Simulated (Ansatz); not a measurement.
# Al3GaAs4: properties of a relaxed candidate

The task, for Al3GaAs4: see whether it has a gap, which orbitals make up the states near it and how charge is shared.

Program: Ansatz 0.2.0. Level of theory: DFT PBE, scalar-relativistic, plane waves, PAW. These are calculated values, not measurements.

1 further run of the same task is left out (set aside as unsound or not needed).

## Step 1: The starting structure

It takes space group I-42m (No. 121, tetragonal). Conventional cell: a = 5.733 Å, b = 5.733 Å, c = 11.466 Å, α = 90.00°, β = 90.00°, γ = 90.00°. Al (site symmetry -42m) is surrounded by 4 As at 2.48 Å. Al (site symmetry -4) is surrounded by 4 As at 2.48 Å. Ga (site symmetry -42m) is surrounded by 4 As at 2.49 Å. Around As (site symmetry m) lie 3 Al at 2.48 Å and 1 Ga at 2.49 Å.

Coordinates:

```
Al Ga As
1.0
    -2.86640    2.86640    5.73324
     2.86640   -2.86640    5.73324
     2.86640    2.86640   -5.73324
Al Ga As
3 1 4
Cartesian
  0.0000 0.0000 0.0000
  2.8664 0.0000 2.8666
  0.0000 2.8664 2.8666
  0.0000 0.0000 5.7332
  1.4289 1.4289 -1.4383
  1.4375 -1.4375 7.1715
  1.4375 1.4375 4.2949
  -1.4375 1.4375 7.1715
```

The cell was relaxed beforehand at this level, from a generated guess; it is a trial structure. At a tolerance of 0.02 Å it has space group I-42m (No. 121); it has 23.55 Å³/atom, an uncorrected energy of -0.45 eV/atom over the elements.

## Step 2: Electronic structure at the relaxed geometry

Contents of input.yaml:

```yaml
crystal:
  lattice:
    - [-2.8664044389, 2.8664044389, 5.7332366224]
    - [2.8664044389, -2.8664044389, 5.7332366224]
    - [2.8664044389, 2.8664044389, -5.7332366224]
  atoms:
    - { symbol: Al, position: [0.0, 0.0, 0.0] }
    - { symbol: Al, position: [0.25, 0.75, 0.5] }
    - { symbol: Al, position: [0.75, 0.25, 0.5] }
    - { symbol: Ga, position: [0.5, 0.5, 0.0] }
    - { symbol: As, position: [0.1238169012, 0.1238169012, 0.498502751] }
    - { symbol: As, position: [0.3746858497, 0.8761830988, 0.0] }
    - { symbol: As, position: [0.6253141503, 0.6253141503, 0.501497249] }
    - { symbol: As, position: [0.8761830988, 0.3746858497, 0.0] }
basis:
  ecutwfc: 420
kpoints:
  mp_grid: { grid: [8, 8, 8] }
  band_path:
    path:
      - [[0.0, 0.0, 0.0], [0.0, 0.0, 0.5], [0.25, 0.25, 0.25], [0.0, 0.5, 0.0], [0.0, 0.0, 0.0], [0.5, 0.5, -0.5], [0.31249067, 0.68750933, -0.31249067]]
      - [[-0.31249067, 0.31249067, 0.31249067], [0.0, 0.0, 0.0]]
      - [[0.0, 0.0, 0.5], [-0.12498135, 0.12498135, 0.5]]
      - [[0.5, 0.5, -0.12498135], [0.5, 0.5, -0.5]]
    npoints: 14
hamiltonian:
  xc: pbe
scf:
  occupations: { method: gaussian, width: 0.02 }
  n_extra_bands: 20
output:
  forces: true
  stress: true
  eigenvalues: true
  populations: true
  dos: { projected: true, de: 0.02, nscf_kmesh: { grid: [12, 12, 12] } }
  bader: true
  write_density: true
  write_potential: true
  elf: true
  volumetric_format: npy
```

On the command line:

```sh
ansatz run input.yaml --threads 1 --pin off --max-ram 2560MiB --backend cpu --events-out ev --progress --plain --runs-dir out
```

Before running it: what results should come out? Wanted: gap; Bader charges.

**Answer**, as computed:

```
     quantity                                    value
          gap              1.33 eV, direct on the path
Bader charges  Al +1.94 to +1.95, Ga +0.69, As -1.63 e
```

What this shows: The gap is 1.33 eV, with the valence top at Γ and the conduction bottom at Γ on the path. Of the projected weight, the top eV of the valence band is As 4p (79 %), and the lowest eV of the conduction band Al 3p (33 %) and As 4p (20 %). The charge transfer is moderate (1.9 e by Bader), and the ELF peak of 0.92 on the Al–As line shows directed, polar covalent bonding.
